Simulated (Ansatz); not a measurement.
NbPd4:

```
Pd Nb
1.0
     1.41760    0.81845   11.49527
    -1.41760    0.81845   11.49527
     0.00000   -1.63690   11.49527
Pd Nb
4 1
Direct
  0.60062 0.60062 0.60062
  0.19992 0.19992 0.19992
  0.80008 0.80008 0.80008
  0.39938 0.39938 0.39938
  0.00000 0.00000 0.00000
```

The cell comes from a database or a generator and needn't be the stable form of this composition.

* Program: Ansatz 0.2.0
* Task: relaxation of cell and atoms
* Functional: PBEsol
* Potentials or basis: Ansatz PAW
* Cutoff: 420 eV (not typed: the program's choice for these potentials)
* k mesh: 11 × 11 × 11
* Occupations: fermi-dirac, width 0.05 eV
* Spin: no spin polarisation

At the start: volume 16.00 Å³/atom.

**Question.** How do energy, volume and symmetry change on relaxing?

**Answer.** It ends after 5 steps and the volume is 15.08 Å³/atom (-5.8 %); space group R-3m (No. 166, to 0.05 Å).

Step by step:
```csv
step,energy change (eV),largest force (eV/Å),volume (Å³)
1,0.0000,0.0869,80.02
2,-0.1506,0.0153,76.20
3,-0.1559,0.0070,75.29
4,-0.1560,0.0020,75.40
5,-0.1545,0.0020,75.40
```

Final structure:
```
CELL_PARAMETERS angstrom
1.38755 0.80110 11.30546
-1.38755 0.80110 11.30546
0.00000 -1.60220 11.30546
ATOMIC_POSITIONS crystal
Pd 0.60037 0.60037 0.60037
Pd 0.19990 0.19990 0.19990
Pd 0.80010 0.80010 0.80010
Pd 0.39963 0.39963 0.39963
Nb 0.00000 0.00000 0.00000
```

Caveat: the plane-wave basis is chosen anew once the cell has moved, so the energies of steps on either side of that aren't comparable; the PAW data sets come from PBE, with cores solved anew for the run's functional, which leaves a small shift of forces and pressure.
